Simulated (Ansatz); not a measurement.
# Fe3W: the cost of one run

Computed with Ansatz 0.2.0 (DFT PBEsol, with the methods named in each step, unless a step's input says otherwise).

**1. The system as given**

It takes space group Pm-3m (No. 221, cubic). The conventional cell has a = 3.634 Å, b = 3.634 Å, c = 3.634 Å, α = 90.00°, β = 90.00°, γ = 90.00°. Fe (site symmetry 4/mmm) has 8 Fe at 2.57 Å and 4 W at 2.57 Å as nearest neighbours. Around W (site symmetry m-3m) lie 12 Fe at 2.57 Å.

Structure file:

```cif
data_structure
_symmetry_space_group_name_H-M 'Pm-3m'
_symmetry_Int_Tables_number 221
_cell_length_a 3.6336
_cell_length_b 3.6336
_cell_length_c 3.6336
_cell_angle_alpha 90.000
_cell_angle_beta 90.000
_cell_angle_gamma 90.000
_cell_volume 47.97
loop_
_atom_site_label
_atom_site_type_symbol
_atom_site_symmetry_multiplicity
_atom_site_Wyckoff_symbol
_atom_site_fract_x
_atom_site_fract_y
_atom_site_fract_z
_atom_site_occupancy
Fe1 Fe 3 c 0.00000 0.50000 0.50000 1
W1 W 1 a 0.00000 0.00000 0.00000 1
```

The file gives the conventional cell by its symmetry; the runs use the cell typed in the input.

Atoms are numbered in the order of the input: Fe1, Fe2, Fe3, W4.

**2. Free moments, LAPW**

input.yaml reads:

```yaml
crystal:
  lattice:
    - [3.6335815567, 0.0, 0.0]
    - [0.0, 3.6335815567, 0.0]
    - [0.0, 0.0, 3.6335815567]
  atoms:
    - { symbol: Fe, position: [0.0, 0.5, 0.5], spin: 0.8 }
    - { symbol: Fe, position: [0.5, 0.0, 0.5], spin: 0.8 }
    - { symbol: Fe, position: [0.5, 0.5, 0.0], spin: 0.8 }
    - { symbol: W, position: [0.0, 0.0, 0.0], spin: -0.2 }
magnetization:
  spin_polarized: true
kpoints:
  mp_grid: { grid: [8, 8, 8] }
scf:
  occupations: { method: fermi_dirac, width: 0.05 }
  lower_state_search: "off"
hamiltonian:
  xc: pbesol
  pseudopotentials: { kind: all_electron, lapw: { basis_error: 0.001 } }
output:
  forces: true
  stress: true
  eigenvalues: false
  populations: true
  dos: { projected: true, de: 0.1, e_range: [-8, 5] }
```

Started as:

```
$ ansatz run input.yaml --threads 2 --pin off --max-ram 6144MiB --backend cpu --events-out ev --progress --plain --runs-dir out
```

Q: Estimate wall time and peak memory on 2 threads of Intel Xeon at 2.50GHz (Skylake/Cascade Lake), shared host.

About 2.7 min, with a peak of 0.81 GiB.
